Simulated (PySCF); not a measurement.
# Ge2H7N: the cost of one run

Computed with PySCF 2.14.0, with density-fitted response routines of our own, on a single molecule in the gas phase. Atoms count from 0, in the outputs and in this text.

**1. The molecule as given**

10 atoms, charge 0, multiplicity 1; geometry from: GFN2-xTB. The atoms were then displaced at random by about 0.01 Å, so the start is not that level's minimum.

Bonds of the start (Å): Ge0–N1 1.80, N1–Ge2 1.81, Ge0–H3 1.48, Ge0–H4 1.53, Ge0–H5 1.49, N1–H6 1.01, Ge2–H7 1.48, Ge2–H8 1.53, Ge2–H9 1.51.

**2. Geometry optimisation at PBE0-D3(BJ)/def2-SVP**

What the job is given:

```
{"job": {"xc": "PBE0", "basis": "def2-SVP", "d3": "d3bj", "grid": 1, "shake": 0.01, "kind": "geom"}, "charge": 0, "multiplicity": 1}
Ge    -1.592560    -0.041990     0.002800
N      0.043460     0.715270    -0.058710
Ge     1.575290    -0.240040    -0.080850
H     -1.649590    -0.994130    -1.128040
H     -2.584160     1.103510    -0.194600
H     -1.912890    -0.724910     1.288520
H      0.130400     1.609380     0.412270
H      1.498300    -1.206120    -1.201850
H      1.843980    -0.985850     1.226150
H      2.698190     0.743950    -0.286750
```

The run is started by

```bash
$ OMP_NUM_THREADS=1 python probes_run.py task.json out
```

One launch serves the whole session: the jobs run in the order shown.

Q: Estimate the wall time and peak memory of this first job on 1 thread of Arm Neoverse V1, shared host.

About 54 s, with a peak of 0.48 GiB.
